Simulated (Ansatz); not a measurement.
What does this script print? It uses Ansatz's Python interface.

The script, `ch3brsite_tae.py`:
```python
"""Atomisation energy of CH3BrSiTe at the given geometry."""

from collections import Counter
from dataclasses import dataclass

import ansatz as az


@dataclass
class RunConfig:
    basis: str = "def2-SVPD"
    xc: str = "pbe"


settings = RunConfig()


def energy(molecule, charge=0, unpaired=0):
    calc = (
        molecule.calculation()
        .basis(gaussian=settings.basis)
        .functional(settings.xc)
        .scf(lower_state_search="standard")
    )
    if charge:
        calc = calc.charge(charge)
    if unpaired:
        calc = calc.spin("collinear", total=unpaired)
    report = calc.run(threads=1).report
    if report["published_state_doubts"]:
        print("  doubts:", report["published_state_doubts"])
    return report["free_energy_ev"]

GEOMETRY = """
Br   -2.45140    0.61200    0.67440
Si   -0.58330    0.48610   -0.50950
C     0.71730   -0.33360    0.42480
Te    0.22240   -1.90470   -0.86850
H    -0.12470    1.49020   -1.49590
H     0.49400   -0.48920    1.50330
H     1.78700    0.07100    0.22570
"""


def main() -> None:
    mol = az.Crystal.molecule()
    for line in GEOMETRY.strip().splitlines():
        symbol, *xyz = line.split()
        mol = mol.atom(symbol, [float(v) for v in xyz])

    # unpaired electrons of the ground-state atoms
    unpaired = {"Br": 1, "Si": 2, "C": 2, "Te": 2, "H": 1}
    counts = Counter(site.symbol for site in mol.cartesian_sites)
    atom_energy = {s: energy(az.Crystal.molecule().atom(s, (0, 0, 0)), 0, unpaired[s]) for s in counts}
    whole = energy(mol, 0, 0)
    for s, e in atom_energy.items():
        print(f"{s:2s} x{counts[s]}  {e:14.5f} eV")
    print(f"CH3BrSiTe: {whole:.5f} eV")
    split = sum(counts[s] * e for s, e in atom_energy.items()) - whole
    print(f"atomisation energy (no zero-point term): {23.060548 * split:.1f} kcal/mol, {split / sum(counts.values()):.3f} eV an atom")


if __name__ == "__main__":
    main()
```

Output of `python ch3brsite_tae.py`:
```text
Br x1    -70026.10642 eV
Si x1     -7867.49492 eV
C  x1     -1027.28940 eV
Te x1     -7291.70102 eV
H  x3       -13.56840 eV
CH3BrSiTe: -86275.90263 eV
atomisation energy (no zero-point term): 521.3 kcal/mol, 3.229 eV an atom
```

521.3 kcal/mol from the electronic energies, without the zero-point term.

Caveats:
- These settings explore the input space; basis and method may be short of convergence.
- The geometry is a force-field or estimated start, not a minimum of this method, and the basis set is short of its limit. All parts are taken at fixed geometry, without zero-point energy.
- def2 sets replace the cores of elements past krypton by effective core potentials.
- This functional overbinds, so such energies come out a few per cent too high (LDA far more).
- The spin-orbit lowering of heavy atoms is left out.
- Timing: 4.1 s on 1 thread of Intel(R) Xeon(R) 6975P-C (Granite Rapids) (shared host), peak memory 0.27 GiB.

(Lines on the test bed's own set-up are left out of the output.)
